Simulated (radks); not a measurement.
# In³⁺ in [Ar] 3d10 4s2 4p5.5 4d10 4f0.5: an all-electron calculation

One table from this session's results is given with a row withheld; the runs are named, their logs left out.

Program: radks (a radial shooting solver on a logarithmic mesh, Libxc functionals) version 1. Level of theory: Dirac Kohn-Sham, BP86, spin-unpolarised, spherical densities, finite nucleus; open shells fill j = l - 1/2 first. These are calculated values, not measurements, unless marked.

## The system

| Quantity | Value |
| --- | --- |
| element | indium (Z = 49) |
| charge | +3 |
| electrons | 46 |
| configuration | [Ar] 3d10 4s2 4p5.5 4d10 4f0.5 |
| nuclear rms radius | 4.6156 fm |

The first run:

Settings of this run:

```text
Z 49
configuration [Ar] 3d10 4s2 4p5.5 4d10 4f0.5
relativity Dirac
functional b88,p86
spin unpolarised
j_filling energy
nucleus finite rms 4.6156 fm
c 137.035999084
```

One table of the session follows, with a row left open; its other results are not shown here.

It belongs to the step «Orbitals and density». From the orbitals of this run (lengths in bohr):

```
level      <r>  outermost maximum (interpolated)  90 % within  nodes
1s1/2  0.02971                            0.0192       0.0534      0
2s1/2        ?                                 ?            ?      ?
2p1/2   0.1084                            0.0838        0.178      0
2p3/2   0.1137                            0.0883        0.185      0
3s1/2   0.3483                             0.316        0.513      2
3p1/2   0.3393                             0.302        0.511      1
3p3/2   0.3504                             0.312        0.527      1
3d3/2   0.3222                             0.256        0.509      0
3d5/2   0.3257                             0.259        0.514      0
4s1/2   0.8448                             0.769         1.22      3
4p1/2   0.8953                             0.798         1.32      2
4p3/2   0.9245                             0.822         1.36      2
4d3/2    1.118                             0.917         1.73      1
4d5/2    1.131                             0.926         1.75      1
4f5/2    4.144                              3.81         6.30      0
4f7/2    4.147                              3.81         6.30      0
```

**Question.** Estimate the row for 2s1/2.

As computed: <r>: 0.1281; outermost maximum (interpolated): 0.109; 90 % within: 0.198; nodes: 1. In the column «<r>» it lies between 2p3/2 (0.1137) and 3d3/2 (0.3222).
